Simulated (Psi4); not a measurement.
**doublet HfHCl3O+: levels of theory compared**

We compute a comparison of 3 runs (UBHLYP/def2-SVP, UCAM-B3LYP/def2-SVP, UTPSS/def2-SVP) of doublet HfHCl3O+. 

The calculation is run with Psi4 1.11.

19 further runs of the same task are left out: 19 that didn't finish. Runs told in other sessions of the task aren't counted.

### Step 1. The molecule

The species is HfHCl3O+ (6 atoms), meant as a doublet with charge +1. As SMILES of the parent species, `Cl[Hf](Cl)(Cl)O`. Geometry: relaxed at PBE0-D4/def2-TZVP. That shape belongs to the parent species and isn't relaxed for this state.

Bond lengths: Cl1–Hf2 2.337 Å, Hf2–Cl3 2.337 Å, Hf2–Cl4 2.337 Å, Hf2–O5 1.881 Å, O5–H6 0.953 Å. Angles: Cl1–Hf2–Cl3 109.7°, Cl1–Hf2–Cl4 109.7°, Cl1–Hf2–O5 109.2°, Cl3–Hf2–Cl4 109.7°, Cl3–Hf2–O5 109.2°, Cl4–Hf2–O5 109.2°, Hf2–O5–H6 179.9°.

### Step 2. Energy and forces at UBHLYP/def2-SVP (core potential) (run 1)

job.json reads:

```json
{
 "schema_name": "qcschema_input",
 "schema_version": 1,
 "molecule": {
  "schema_name": "qcschema_molecule",
  "schema_version": 2,
  "symbols": ["Cl", "Hf", "Cl", "Cl", "O", "H"],
  "geometry": [1.65683628, -0.19095682, -4.41545847, -0.04318024, -0.6623679, -0.36719268, -4.27527859, -1.8884978, -0.66089392, 2.24119629, -3.71348191, 1.86277863, 0.15885038, 2.44150726, 1.3551415, 0.26157589, 4.01381608, 2.22560605],
  "molecular_charge": 1,
  "molecular_multiplicity": 2,
  "fix_symmetry": "c1",
  "fix_com": true,
  "fix_orientation": true
 },
 "driver": "gradient",
 "model": {
  "method": "bhhlyp",
  "basis": "def2-SVP"
 },
 "keywords": {
  "reference": "uks",
  "puream": true,
  "e_convergence": 1e-09,
  "d_convergence": 1e-08,
  "scf_type": "pk",
  "dft_radial_points": 99,
  "dft_spherical_points": 590,
  "maxiter": 100
 }
}
```

Started as:

```sh
$ psi4 --qcschema job.json -n 1 --memory 2200MB
```

stdout:

```text
[...]
    !!!  WARNING: ECP capability is in beta. Please check occupations closely.  !!!
[...]
  Running in c1 symmetry.
[...]
  Nuclear repulsion =  361.304237010780241
[...]
  Multiplicity = 2
[...]
  Nalpha       = 36
  Nbeta        = 35
[...]
    Number of basis functions: 105
[...]
   @UKS iter   1: -1503.47792373012703   -9.23201e-02   6.63839e-03 DIIS/ADIIS
[...]
   @UKS iter  34: -1503.70416388528088   -2.79670e-11   8.39555e-09 DIIS
[...]
   @S^2 Observed:                7.743006254E-01
[...]
    Orbital Energies [Eh]
    ---------------------
    Alpha Occupied:
       1A   -103.008107     2A   -103.008073     3A   -103.008060
       4A    -19.894556     5A    -10.121814     6A    -10.121784
       7A    -10.121777     8A     -7.781055     9A     -7.781025
      10A     -7.781010    11A     -7.773784    12A     -7.773755
      13A     -7.773748    14A     -7.771315    15A     -7.771286
      16A     -7.771281    17A     -2.916463    18A     -1.707663
      19A     -1.698504    20A     -1.698503    21A     -1.285955
      22A     -1.159823    23A     -1.149721    24A     -1.149700
      25A     -0.798472    26A     -0.674397    27A     -0.661688
      28A     -0.661680    29A     -0.654465    30A     -0.654450
      31A     -0.629187    32A     -0.629183    33A     -0.628761
      34A     -0.623662    35A     -0.602614    36A     -0.602601
[...]
  @UKS Final Energy: -1503.70416388528088
   => Energetics <=
    Nuclear Repulsion Energy =            361.3042370107802412
    One-Electron Energy =               -2794.8070709955677557
    Two-Electron Energy =                 980.8779915953836053
    DFT Exchange-Correlation Energy =     -51.0793214958767905
    Empirical Dispersion Energy =           0.0000000000000000
    VV10 Nonlocal Energy =                  0.0000000000000000
    Total Energy =                      -1503.7041638852806500
  UHF NO Occupations:
  HONO-2 :   34  A 1.9943112
  HONO-1 :   35  A 1.9943085
[...]
 Multipole Moments:
 ------------------------------------------------------------------------------------
     Multipole            Electronic (a.u.)      Nuclear  (a.u.)        Total (a.u.)
 ------------------------------------------------------------------------------------
 L = 1.  Multiply by 2.5417464519 to convert [e a0] to [Debye]
 Dipole X            :          5.3669245           -5.3989663           -0.0320418
 Dipole Y            :         82.3861208          -82.8824616           -0.4963409
 Dipole Z            :         45.6948341          -45.9703280           -0.2754940
 Magnitude           :                                                    0.5685753
[...]
  -Total Gradient:
     Atom            X                  Y                   Z
    ------   -----------------  -----------------  -----------------
       1       -0.005109002677     0.001170569934     0.014079340389
       2       -0.002316600417    -0.035662050873    -0.019766229018
       3        0.013368701466     0.006468969397     0.002377552862
       4       -0.006958820225     0.012170628633    -0.005475417568
       5        0.001273198837     0.019628761541     0.010902510623
       6       -0.000245837272    -0.003806969348    -0.002121479415
[...]
```

The result, in JSON:

```text
{
 "driver": "gradient",
 "model": {
  "method": "bhhlyp",
  "basis": "def2-SVP"
 },
 "success": true,
 "return_result": [-0.005109002676549915, 0.001170569934251759, 0.014079340388834613, -0.0023166004168491882, -0.035662050872948416, -0.019766229017908813, 0.013368701465641994, 0.006468969396902995, 0.002377552861641136, -0.006958820225340043, 0.01217062863284138, -0.00547541756841341, 0.0012731988366755506, 0.019628761541337275, 0.010902510622519387, -0.0002458372721452391, -0.0038069693477421063, -0.002121479414640956],
 "properties": {
  "calcinfo_nbasis": 105,
  "calcinfo_nmo": 105,
  "calcinfo_nalpha": 36,
  "calcinfo_nbeta": 35,
  "calcinfo_natom": 6,
  "nuclear_repulsion_energy": 361.30423701078024,
  "return_energy": -1503.7041638852809,
  "return_gradient": [-0.005109002676549915, 0.001170569934251759, 0.014079340388834613, -0.0023166004168491882, -0.035662050872948416, -0.019766229017908813, 0.013368701465641994, 0.006468969396902995, 0.002377552861641136, -0.006958820225340043, 0.01217062863284138, -0.00547541756841341, 0.0012731988366755506, 0.019628761541337275, 0.010902510622519387, -0.0002458372721452391, -0.0038069693477421063, -0.002121479414640956],
  "scf_one_electron_energy": -2794.8070709955678,
  "scf_two_electron_energy": 980.8779915953836,
  "scf_xc_energy": -51.07932149587679,
  "scf_dipole_moment": [-0.032041766816915285, -0.49634086632352137, -0.27549397226650996],
  "scf_total_energy": -1503.7041638852809,
  "scf_total_gradient": [-0.005109002676549915, 0.001170569934251759, 0.014079340388834613, -0.0023166004168491882, -0.035662050872948416, -0.019766229017908813, 0.013368701465641994, 0.006468969396902995, 0.002377552861641136, -0.006958820225340043, 0.01217062863284138, -0.00547541756841341, 0.0012731988366755506, 0.019628761541337275, 0.010902510622519387, -0.0002458372721452391, -0.0038069693477421063, -0.002121479414640956],
  "scf_iterations": 34
 }
}
```

Wall time 38 s (1 thread of Intel Xeon 6975P-C (Granite Rapids), shared host); peak memory 0.8 GiB.

### Step 3. Energy and gradient at UCAM-B3LYP/def2-SVP (core potential) (run 2)

cl3hhfo.in reads:

```
memory 2200 mb

molecule {
  1 2
  Cl     0.876760    -0.101050    -2.336560
  Hf    -0.022850    -0.350510    -0.194310
  Cl    -2.262380    -0.999350    -0.349730
  Cl     1.185990    -1.965090     0.985740
  O      0.084060     1.291990     0.717110
  H      0.138420     2.124020     1.177740
  symmetry c1
}

set basis def2-SVP
set reference uks
set puream true
set e_convergence 1e-09
set d_convergence 1e-08
set scf_type pk
set dft_radial_points 99
set dft_spherical_points 590
set maxiter 100

result, w = gradient("cam-b3lyp", return_wfn=True)
oeprop(w, "DIPOLE", "MAYER_INDICES", "WIBERG_LOWDIN_INDICES")
```

Started as:

```sh
$ psi4 -n 1 cl3hhfo.in cl3hhfo.out
```

cl3hhfo.out, shortened:

```text
[...]
    !!!  WARNING: ECP capability is in beta. Please check occupations closely.  !!!
[...]
  Running in c1 symmetry.
[...]
  Nuclear repulsion =  361.304236897644159
[...]
  Multiplicity = 2
[...]
  Nalpha       = 36
  Nbeta        = 35
[...]
    Number of basis functions: 105
[...]
   @UKS iter   1: -1503.58095224567001   -7.50618e-02   6.88204e-03 DIIS/ADIIS
[...]
   @UKS iter  32: -1503.81652748826332   -7.75344e-11   8.77886e-09 DIIS
[...]
   @S^2 Observed:                7.678109920E-01
[...]
  @UKS Final Energy: -1503.81652748826332
   => Energetics <=
    Nuclear Repulsion Energy =            361.3042368976441594
    One-Electron Energy =               -2794.8956162747626877
    Two-Electron Energy =                1005.1617724571929102
    DFT Exchange-Correlation Energy =     -75.3869205683375583
    Empirical Dispersion Energy =           0.0000000000000000
    VV10 Nonlocal Energy =                  0.0000000000000000
    Total Energy =                      -1503.8165274882633184
  UHF NO Occupations:
  HONO-2 :   34  A 1.9957979
  HONO-1 :   35  A 1.9957962
[...]
  -Total Gradient:
     Atom            X                  Y                   Z
    ------   -----------------  -----------------  -----------------
       1       -0.004448170903     0.001248227852     0.012451180735
       2       -0.002076182737    -0.031911817549    -0.017687938185
       3        0.011724807230     0.005889878661     0.002203729429
       4       -0.006079867513     0.010888371569    -0.004660725029
       5        0.001717154281     0.026410656541     0.014655349451
       6       -0.000818334116    -0.012568550435    -0.006972389956
[...]
 Multipole Moments:
 ------------------------------------------------------------------------------------
     Multipole            Electronic (a.u.)      Nuclear  (a.u.)        Total (a.u.)
 ------------------------------------------------------------------------------------
 L = 1.  Multiply by 2.5417464519 to convert [e a0] to [Debye]
 Dipole X            :          1.0984013           -1.0679408            0.0304605
 Dipole Y            :         16.8780479          -16.4137509            0.4642970
 Dipole Z            :          9.3679311           -9.1107516            0.2571795
 Magnitude           :                                                    0.5316398
[...]
```

Wall time 53 s (1 thread of Intel Xeon 6975P-C (Granite Rapids), shared host); peak memory 0.91 GiB.

### Step 4. The energy at UTPSS/def2-SVP (core potential) (run 3)

run.py reads:

```python
import numpy as np
from ase.calculators.psi4 import Psi4
from ase import Atoms

mol = Atoms(['Cl', 'Hf', 'Cl', 'Cl', 'O', 'H'], positions=[
    [0.876760, -0.101050, -2.336560],
    [-0.022850, -0.350510, -0.194310],
    [-2.262380, -0.999350, -0.349730],
    [1.185990, -1.965090, 0.985740],
    [0.084060, 1.291990, 0.717110],
    [0.138420, 2.124020, 1.177740],
])
calc = Psi4(atoms=mol, method='tpss', basis='def2-SVP', memory='2200MB', num_threads=1, charge=1, multiplicity=2, label='psi4-calc', reference='uks')
calc.psi4.set_options({'puream': True, 'e_convergence': 1e-09, 'd_convergence': 1e-08, 'scf_type': 'pk', 'dft_radial_points': 99, 'dft_spherical_points': 590, 'maxiter': 100})
mol.calc = calc

print(f'energy: {mol.get_potential_energy():.6f} eV')
```

Started as:

```sh
$ python run.py
```

psi4-calc.dat:

```text
[...]
    !!!  WARNING: ECP capability is in beta. Please check occupations closely.  !!!
[...]
  Running in c1 symmetry.
[...]
  Nuclear repulsion =  361.304236897644159
[...]
  Multiplicity = 2
[...]
  Nalpha       = 36
  Nbeta        = 35
[...]
    Number of basis functions: 105
[...]
   @UKS iter   1: -1503.69208767225496    9.98493e-02   7.53199e-03 ADIIS/DIIS
[...]
   @UKS iter  28: -1503.95295079439006   -6.36646e-12   7.44194e-09 DIIS
[...]
   @S^2 Observed:                7.532515766E-01
[...]
    Orbital Energies [Eh]
    ---------------------
    Alpha Occupied:
       1A   -101.200141     2A   -101.198194     3A   -101.198174
       4A    -19.135209     5A     -9.473672     6A     -9.471770
       7A     -9.471756     8A     -7.258101     9A     -7.255873
      10A     -7.255866    11A     -7.253419    12A     -7.251567
      13A     -7.251556    14A     -7.250318    15A     -7.248637
      16A     -7.248616    17A     -2.635754    18A     -1.517816
      19A     -1.510903    20A     -1.510807    21A     -1.120127
      22A     -0.978314    23A     -0.970139    24A     -0.969065
      25A     -0.693938    26A     -0.568796    27A     -0.557503
      28A     -0.556865    29A     -0.552440    30A     -0.542184
      31A     -0.530952    32A     -0.529256    33A     -0.519770
      34A     -0.519397    35A     -0.506180    36A     -0.504470
[...]
  @UKS Final Energy: -1503.95295079439006
   => Energetics <=
    Nuclear Repulsion Energy =            361.3042368976441594
    One-Electron Energy =               -2795.0484078988833971
    Two-Electron Energy =                1029.2534962731081123
    DFT Exchange-Correlation Energy =     -99.4622760662592356
    Empirical Dispersion Energy =           0.0000000000000000
    VV10 Nonlocal Energy =                  0.0000000000000000
    Total Energy =                      -1503.9529507943900626
  UHF NO Occupations:
  HONO-2 :   34  A 1.9996483
  HONO-1 :   35  A 1.9992345
[...]
 Multipole Moments:
 ------------------------------------------------------------------------------------
     Multipole            Electronic (a.u.)      Nuclear  (a.u.)        Total (a.u.)
 ------------------------------------------------------------------------------------
 L = 1.  Multiply by 2.5417464519 to convert [e a0] to [Debye]
 Dipole X            :          1.1071190           -1.0679408            0.0391782
 Dipole Y            :         17.1651348          -16.4137509            0.7513839
 Dipole Z            :          9.5279619           -9.1107516            0.4172103
 Magnitude           :                                                    0.8603355
[...]
```

Standard output:

```text
energy: -40924.644307 eV
```

It took 68 s on 1 thread of Intel Xeon 6975P-C (Granite Rapids), shared host; peak memory 1 GiB.

### Step 5. All runs side by side

| run | level | properties | task | energy (Eh) | HOMO energy (eV) | LUMO energy (eV) | ⟨S²⟩ | wall time |
| --- | --- | --- | --- | --- | --- | --- | --- | --- |
| 1 | UBHLYP/def2-SVP (core potential) | – | gradient | -1503.704164 | -15.53 | -12.76 | 0.774 | 38 s |
| 2 | UCAM-B3LYP/def2-SVP (core potential) | (dipole, mayer, wiberg) | gradient | -1503.816527 | -15.82 | -12.54 | 0.768 | 53 s |
| 3 | UTPSS/def2-SVP (core potential) | – | energy | -1503.952951 | -13.55 | -13.48 | 0.753 | 68 s |

### Step 6. Summary of results

| quantity | value |
| --- | --- |
| run 3: total energy | -1503.95295 Eh |
| run 3: HOMO energy (highest over α and β) | -13.55 eV |
| run 3: LUMO energy (lowest over α and β) | -13.48 eV |
| run 3: ⟨S²⟩ | 0.753 |

In words: Totals of different functionals can't be ranked against each other. All runs together took 2.6 min, the longest 68 s.
